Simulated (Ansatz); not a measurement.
# ClH₅OSSi₂: a ladder of functionals and wavefunction methods

One table from this session's results is given with a row withheld; the runs are named, their logs left out.

The runs use Ansatz 0.2.0, Gaussian basis; functionals in def2-TZVPP, the program's frozen cores in correlated methods.

The runs, in order: PBE-D4, r2SCAN-D4, PBE0-D4, B3LYP-D4, ωB97X-V, ωB97M-V, B2PLYP; CCSD(T)/def2-TZVPP; MP2/def2-QZVPP; extrapolation to the limit.

### Structure used throughout

An earlier PBE0-D4 in a triple-zeta def2 set relaxation fixed the geometry.

SMILES `[SiH3]O[SiH](S)Cl`, 10 atoms, charge 0, spin multiplicity 1.

Atoms are counted from 1 here; the program's logs count them from 0.

Bond lengths: Si1–O2 1.645 Å, Si1–H6 1.483 Å, Si1–H7 1.481 Å, Si1–H8 1.486 Å, O2–Si3 1.617 Å, Si3–S4 2.121 Å, Si3–Cl5 2.052 Å, Si3–H9 1.472 Å, S4–H10 1.345 Å. Angles: O2–Si1–H6 109.4°, O2–Si1–H7 107.9°, O2–Si1–H8 109.9°, H6–Si1–H7 110.1°, H6–Si1–H8 109.6°, H7–Si1–H8 110.0°, Si1–O2–Si3 144.8°, O2–Si3–S4 113.2°, O2–Si3–Cl5 107.9°, O2–Si3–H9 109.0°, S4–Si3–Cl5 109.9°, S4–Si3–H9 107.2°, Cl5–Si3–H9 109.6°, Si3–S4–H10 93.8°.

Set-up of the first run:

in.yaml reads:

```yaml
crystal:
  periodic: [false, false, false]
  atoms:
    - {symbol: Si, position_ang: [-1.677262, 0.350599, -0.357840]}
    - {symbol: O, position_ang: [-0.236468, 0.723215, 0.342240]}
    - {symbol: Si, position_ang: [1.324167, 0.315000, 0.449326]}
    - {symbol: S, position_ang: [1.627721, -1.637344, 1.220026]}
    - {symbol: Cl, position_ang: [2.144807, 0.459274, -1.425708]}
    - {symbol: H, position_ang: [-1.829289, 1.121958, -1.615154]}
    - {symbol: H, position_ang: [-2.753312, 0.711801, 0.593945]}
    - {symbol: H, position_ang: [-1.731851, -1.103937, -0.657028]}
    - {symbol: H, position_ang: [2.003961, 1.252407, 1.358081]}
    - {symbol: H, position_ang: [1.210527, -2.244174, 0.095114]}
basis:
  gaussian: {orbitals: def2-TZVPP}
hamiltonian: {xc: pbe, dispersion: d4}
output: {forces: true, orbitals: {seedname: orbitals}}
```

Started as:

```
$ ansatz run in.yaml --threads 4 --pin off --events-out ev --progress --plain --max-ram 10444MiB
```

Among the steps run: PBE-D4 (GGA); r2SCAN-D4 (meta-GGA); PBE0-D4 (hybrid); B3LYP-D4 (hybrid); ωB97X-V (range-separated); ωB97M-V (range-separated); B2PLYP (double hybrid); CCSD(T) in def2-TZVPP; MP2 in def2-QZVPP.

One of the session's tables, all rows but one given; the rest of the session is left out.

It belongs to the step «Atomisation energies». 

```
            method  atomisation energy (kJ/mol)
            PBE-D4                       3335.9
         r2SCAN-D4                       3356.7
           PBE0-D4                       3305.6
          B3LYP-D4                       3325.3
           ωB97X-V                       3377.0
           ωB97M-V                       3368.3
            B2PLYP                       3291.5
     HF/def2-TZVPP                       2488.8
    MP2/def2-TZVPP                       3310.3
   CCSD/def2-TZVPP                       3209.7
CCSD(T)/def2-TZVPP                       3255.9
           MP2/CBS                       3419.4
       CCSD(T)/CBS                            ?
```

Q: Estimate the row for CCSD(T)/CBS from the others.

As computed: atomisation energy (kJ/mol): 3365.0. In the column «atomisation energy (kJ/mol)» it lies between r2SCAN-D4 (3356.7) and ωB97M-V (3368.3).

Limits of these values: Free atoms (2 Si, 1 O, 1 S, 1 Cl, 5 H) were run apart at each level; the atomisation energy is their sum less the molecule, without zero-point or spin-orbit terms.
